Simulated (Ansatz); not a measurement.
# LaHg: energy and pressure over a range of volumes

One table from this session's results is given with a row withheld; the runs are named, their logs left out.

Method: DFT LDA, scalar-relativistic, in Ansatz 0.2.0.

## The starting structure

The structure is cubic, space group Pm-3m (No. 221). The conventional cell has a = 3.837 Å, b = 3.837 Å, c = 3.837 Å, α = 90.00°, β = 90.00°, γ = 90.00°. Around La (site symmetry m-3m) lie 8 Hg at 3.32 Å. Around Hg (site symmetry m-3m) lie 8 La at 3.32 Å.

Structure file:

```cif
data_structure
_symmetry_space_group_name_H-M 'Pm-3m'
_symmetry_Int_Tables_number 221
_cell_length_a 3.8370
_cell_length_b 3.8370
_cell_length_c 3.8370
_cell_angle_alpha 90.000
_cell_angle_beta 90.000
_cell_angle_gamma 90.000
_cell_volume 56.49
loop_
_atom_site_label
_atom_site_type_symbol
_atom_site_symmetry_multiplicity
_atom_site_Wyckoff_symbol
_atom_site_fract_x
_atom_site_fract_y
_atom_site_fract_z
_atom_site_occupancy
La1 La 1 b 0.50000 0.50000 0.50000 1
Hg1 Hg 1 a 0.00000 0.00000 0.00000 1
```

The file gives the conventional cell by its symmetry; the runs use the cell typed in the input.

Atoms are numbered in the order of the input: La1, Hg2.

The first run:

Input file input.yaml:

```yaml
crystal:
  lattice:
    - [3.7851422917, 0.0, 0.0]
    - [0.0, 3.7851422917, 0.0]
    - [0.0, 0.0, 3.7851422917]
  atoms:
    - { symbol: La, position: [0.5, 0.5, 0.5] }
    - { symbol: Hg, position: [0.0, 0.0, 0.0] }
kpoints:
  mp_grid: { grid: [11, 11, 11] }
  band_path:
    path:
      - [0.0, 0.0, 0.0]
      - [0.0, 0.5, 0.0]
      - [0.5, 0.5, 0.0]
      - [0.0, 0.0, 0.0]
      - [0.5, 0.5, 0.5]
      - [0.0, 0.5, 0.0]
      - [0.5, 0.5, 0.5]
      - [0.5, 0.5, 0.0]
    npoints: 5
scf:
  occupations: { method: fermi_dirac, width: 0.08 }
hamiltonian:
  xc: lda
  pseudopotentials: { kind: all_electron, lapw: { basis_error: 0.001 } }
output:
  forces: true
  stress: true
  eigenvalues: true
```

The run is started by

```sh
$ ansatz run input.yaml --threads 1 --pin off --max-ram 3072MiB --backend cpu --events-out ev --progress --plain --runs-dir out
```

Steps of the session up to this table: Volume × 0.96, LAPW; Volume × 0.96, PAW; Volume × 0.96, crystal datasets; Volume × 0.99, LAPW; Volume × 0.99, PAW; Volume × 0.99, crystal datasets; Volume × 1.02, LAPW; Volume × 1.02, PAW; Volume × 1.02, crystal datasets; Volume × 1.06, LAPW; Volume × 1.06, PAW; Volume × 1.06, crystal datasets.

One of the session's tables, all rows but one given; the rest of the session is left out.

| method | volume (Å³/atom) | pressure (GPa) |
| --- | --- | --- |
| LAPW | 27.115 | 0.59 |
| LAPW | 27.963 | -1.31 |
| LAPW | 28.810 | -2.92 |
| LAPW | 29.940 | -4.67 |
| PAW | 27.115 | 0.56 |
| PAW | 27.963 | ? |
| PAW | 28.810 | -2.93 |
| PAW | 29.940 | -4.69 |
| crystal datasets | 27.115 | 0.58 |
| crystal datasets | 27.963 | -1.31 |
| crystal datasets | 28.810 | -2.92 |
| crystal datasets | 29.940 | -4.67 |

**Question.** Estimate the row for PAW, 27.963.

**Answer.** pressure (GPa): -1.33. In the column «pressure (GPa)» it lies between crystal datasets, 28.810 (-2.92) and LAPW, 27.963 (-1.31).

Caveats from the session: Warnings in the runs' records: gradients without spin orbit, crystal datasets made.
